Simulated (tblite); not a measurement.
# C4H10OSi2: the cost of one run

Programs: PySCF 2.14.0 with density-fitted response routines of our own, and tblite 0.8.0. All values are computed, except where a source is named. Atoms count from 0 throughout.

### 1 The molecule as given

17 atoms, charge 0, multiplicity 1; geometry from: MMFF94s geometry. This is the first candidate.

Bonds of the start (Å): C0–C1 1.34, C0–H7 1.08, C0–H8 1.09, C1–H9 1.08, C1–Si2 1.84, C3–C4 1.36, C3–H12 1.07, C4–H13 1.08, C4–O5 1.36, O5–Si6 1.67, Si2–C3 1.82, Si2–H10 1.49, Si2–H11 1.48, Si6–H14 1.49, Si6–H15 1.47, Si6–H16 1.49.

### 2 GFN2-xTB relaxation, isomer A, conformer 1

The job: settings as JSON, then the geometry in Å.

```
{"job": {"xc": "GFN2-xTB", "basis": "xTB", "kind": "relax"}, "charge": 0, "multiplicity": 1}
C     -3.320000    -0.144800     0.249900
C     -2.437000     0.744100    -0.221200
Si    -1.070400     0.393100    -1.403700
C      0.523400     0.161200    -0.545700
C      0.752600    -0.780000     0.408700
O      1.894000    -1.052400     1.103800
Si     3.327500    -0.209500     1.016600
H     -3.329700    -1.179800    -0.052500
H     -4.085900     0.163900     0.962100
H     -2.471400     1.768900     0.130300
H     -1.405600    -0.819400    -2.197200
H     -0.953300     1.541600    -2.333700
H      1.279200     0.850400    -0.857200
H     -0.006800    -1.481000     0.726000
H      3.111500     1.214200     1.412700
H      3.862400    -0.252100    -0.352100
H      4.322600    -0.817000     1.943300
```

Launch:

```sh
> OMP_NUM_THREADS=1 python ens_run.py task.json out
```

The driver reads the study from task.json and runs its stages one after another.

Q: Estimate the wall time of this first job on 1 thread of AMD EPYC, shared host.

About 3.6 s.
